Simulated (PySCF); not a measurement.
# C3H4AlNO: the cost of one run

Computed with PySCF 2.14.0, with density-fitted response routines of our own, on a single molecule in the gas phase. Atoms count from 0, in the outputs and in this text.

## 1. Starting geometry

10 atoms, charge 0, multiplicity 1; geometry from: GFN2-xTB. The atoms were then displaced at random by about 0.01 Å, so the start is not that level's minimum.

Bonds of the start (Å): C0–N1 1.14, N1–Al2 2.02, Al2–O3 1.75, O3–C4 1.28, C4–C5 1.38, C5–C0 1.41, Al2–H6 1.54, Al2–H7 1.54, C4–H8 1.09, C5–H9 1.06.

## 2. Relaxing the molecule at PBE0-D3(BJ)/def2-SVP

Job settings and geometry (Å):

```
{"job": {"xc": "PBE0", "basis": "def2-SVP", "d3": "d3bj", "grid": 1, "shake": 0.01, "kind": "geom"}, "charge": 0, "multiplicity": 1}
C     -0.226200     1.670120    -1.227130
N      0.212370     0.622220    -1.155370
Al    -1.243510    -0.766320    -1.380260
O     -2.397280     0.530960    -1.573910
C     -2.433030     1.809310    -1.586030
C     -1.297170     2.571910    -1.402530
H     -1.426300    -1.474020    -0.022750
H     -0.993810    -1.484780    -2.715210
H     -3.390110     2.321480    -1.708830
H     -1.256620     3.634510    -1.388180
```

Run with:

```console
> OMP_NUM_THREADS=1 python probes_run.py task.json out
```

The driver reads the jobs from task.json and runs them one after another.

**Question.** How long does this first job take on 1 thread of Arm Neoverse V1, shared host, and how much memory does it need?

About 41 s, with a peak of 0.45 GiB.
